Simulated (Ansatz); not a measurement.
# AlH₅N₂O: a ladder of functionals and wavefunction methods

One table from this session's results is given with a row withheld; the runs are named, their logs left out.

The runs use Ansatz 0.2.0, Gaussian basis; functionals in def2-TZVPP, the program's frozen cores in correlated methods.

Levels to be run: LDA (SPW92), PBE-D4, revPBE-D4, BLYP-D4, r2SCAN-D4, B97M-V, PBE0-D4, B3LYP-D4, r2SCANh-D4, r2SCAN0-D4, HSE06-D4, BHLYP-D4, CAM-B3LYP-D4, LC-ωPBE, ωB97X-V, ωB97M-V, B2PLYP, PBE-QIDH; CCSD(T)/def2-SVP; CCSD(T)/def2-TZVPP; CCSD(T)/def2-QZVPP; extrapolation to the limit; RPA on PBE.

**The geometry**

All runs share one geometry, relaxed beforehand with PBE0-D4 in a triple-zeta def2 set.

SMILES `[NH2][Al]([NH2])[OH]`, 9 atoms, charge 0, spin multiplicity 1.

Atoms are counted from 1 here; the program's logs count them from 0.

Bond lengths: N1–Al2 1.763 Å, N1–H5 1.005 Å, N1–H6 1.006 Å, Al2–N3 1.768 Å, Al2–O4 1.698 Å, N3–H7 1.006 Å, N3–H8 1.006 Å, O4–H9 0.954 Å. Angles: Al2–N1–H5 125.9°, Al2–N1–H6 123.6°, H5–N1–H6 110.5°, N1–Al2–N3 121.3°, N1–Al2–O4 116.6°, N3–Al2–O4 122.1°, Al2–N3–H7 124.8°, Al2–N3–H8 125.2°, H7–N3–H8 110.0°, Al2–O4–H9 124.5°.

Coordinates:

```csv
atom,x (Å),y (Å),z (Å)
N1,-0.3642,1.2079,-1.1531
Al2,-0.1884,0.0542,0.1682
N3,1.1001,-1.1568,0.1646
O4,-1.3155,0.1701,1.4327
H5,0.2208,1.2638,-1.9687
H6,-1.0828,1.9112,-1.1862
H7,1.7892,-1.2608,-0.5611
H8,1.2532,-1.8424,0.8844
H9,-1.3238,-0.3935,2.2020
```

The first run:

Input file in.yaml:

```yaml
crystal:
  periodic: [false, false, false]
  atoms:
    - {symbol: N, position_ang: [-0.364230, 1.207867, -1.153117]}
    - {symbol: Al, position_ang: [-0.188439, 0.054218, 0.168162]}
    - {symbol: N, position_ang: [1.100059, -1.156777, 0.164636]}
    - {symbol: O, position_ang: [-1.315503, 0.170150, 1.432691]}
    - {symbol: H, position_ang: [0.220759, 1.263824, -1.968671]}
    - {symbol: H, position_ang: [-1.082831, 1.911159, -1.186165]}
    - {symbol: H, position_ang: [1.789247, -1.260802, -0.561101]}
    - {symbol: H, position_ang: [1.253202, -1.842355, 0.884448]}
    - {symbol: H, position_ang: [-1.323763, -0.393482, 2.202016]}
basis:
  gaussian: {orbitals: def2-TZVPP}
hamiltonian: {xc: lda}
output: {orbitals: {seedname: orbitals}}
```

The run is started by

```console
$ ansatz run in.yaml --threads 2 --pin off --events-out ev --progress --plain --max-ram 32768MiB --backend cpu
```

Among the steps run: LDA; PBE-D4 (GGA); revPBE-D4 (GGA); BLYP-D4 (GGA); r2SCAN-D4 (meta-GGA); B97M-V (meta-GGA); B3LYP-D4 (hybrid); r2SCANh-D4 (hybrid); r2SCAN0-D4 (hybrid); HSE06-D4 (hybrid); BHLYP-D4 (hybrid); CAM-B3LYP-D4 (range-separated); LC-ωPBE (range-separated); ωB97X-V (range-separated); ωB97M-V (range-separated); B2PLYP (double hybrid); PBE-QIDH (double hybrid).

One table of the session follows, with a row left open; its other results are not shown here.

It belongs to the step «Frontier levels by functional». 

```
  functional  HOMO (eV)  gap (eV)
 LDA (SPW92)      -5.63      4.73
      PBE-D4      -5.45      4.71
   revPBE-D4      -5.39      4.75
     BLYP-D4      -5.32      4.58
   r2SCAN-D4      -5.75      5.58
      B97M-V      -5.79      5.21
     PBE0-D4          ?         ?
    B3LYP-D4      -6.63      6.38
  r2SCANh-D4      -6.29      6.37
  r2SCAN0-D4      -7.10      7.53
    HSE06-D4      -6.48      6.19
    BHLYP-D4      -8.23      8.94
CAM-B3LYP-D4      -8.34      9.21
     LC-ωPBE      -9.80     11.98
     ωB97X-V      -9.38     11.32
     ωB97M-V      -9.28     10.82
```

Estimate the missing values for PBE0-D4.

**Answer.** HOMO (eV): -6.89; gap (eV): 6.97. In the column «HOMO (eV)» it lies between r2SCAN0-D4 (-7.10) and B3LYP-D4 (-6.63).
